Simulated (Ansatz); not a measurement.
# CH8ClGeNSi: the cost of one run

Computed with Ansatz 0.2.0, Gaussian basis. Level: the settings change from run to run.

**1. The geometry**

An earlier PBE0-D4 in a triple-zeta def2 set relaxation fixed the geometry.

13 atoms, charge 0, spin multiplicity 1.

Atoms are counted from 1 here; the program's logs count them from 0.

Bond lengths: C1–N2 1.458 Å, C1–H6 1.095 Å, C1–H7 1.096 Å, C1–H8 1.094 Å, N2–Ge3 1.850 Å, N2–Si4 1.699 Å, Ge3–H9 1.539 Å, Ge3–H10 1.532 Å, Ge3–H11 1.540 Å, Si4–Cl5 2.073 Å, Si4–H12 1.481 Å, Si4–H13 1.479 Å. Angles: N2–C1–H6 110.8°, N2–C1–H7 112.5°, N2–C1–H8 110.5°, H6–C1–H7 108.0°, H6–C1–H8 107.2°, H7–C1–H8 107.6°, C1–N2–Ge3 115.4°, C1–N2–Si4 119.4°, Ge3–N2–Si4 123.2°, N2–Ge3–H9 107.3°, N2–Ge3–H10 107.6°, N2–Ge3–H11 109.8°, H9–Ge3–H10 111.8°, H9–Ge3–H11 109.2°, H10–Ge3–H11 111.1°, N2–Si4–Cl5 113.7°, N2–Si4–H12 109.5°, N2–Si4–H13 109.0° and more.

**2. revPBE0/def2-TZVPD**

Set apart from the defaults: D3(BJ) dispersion.

in.yaml

```yaml
crystal:
  periodic: [false, false, false]
  atoms:
    - {symbol: C, position_ang: [-1.393875, -0.541891, 0.344061]}
    - {symbol: N, position_ang: [-0.084148, 0.078495, 0.180659]}
    - {symbol: Ge, position_ang: [1.362571, -1.029753, 0.496252]}
    - {symbol: Si, position_ang: [0.041647, 1.560292, -0.641971]}
    - {symbol: Cl, position_ang: [-0.172568, 1.392009, -2.696938]}
    - {symbol: H, position_ang: [-1.469736, -1.040911, 1.315812]}
    - {symbol: H, position_ang: [-1.608163, -1.282739, -0.435204]}
    - {symbol: H, position_ang: [-2.183308, 0.214491, 0.306344]}
    - {symbol: H, position_ang: [1.242488, -1.536348, 1.944400]}
    - {symbol: H, position_ang: [2.635346, -0.202380, 0.287548]}
    - {symbol: H, position_ang: [1.318772, -2.232226, -0.465533]}
    - {symbol: H, position_ang: [-1.055318, 2.458228, -0.211861]}
    - {symbol: H, position_ang: [1.386790, 2.128030, -0.408766]}
basis:
  gaussian: {orbitals: def2-TZVPD}
hamiltonian: {xc: {name: revPBE0}, dispersion: d3bj}
output: {forces: true}
```

Command:

```console
$ ansatz run in.yaml --threads 4 --pin off --events-out ev --progress --plain --max-ram 11315MiB
```

Q: Estimate wall time and peak memory on 4 threads of Arm Neoverse V2, shared host.

About 8 s, with a peak of 1.2 GiB.
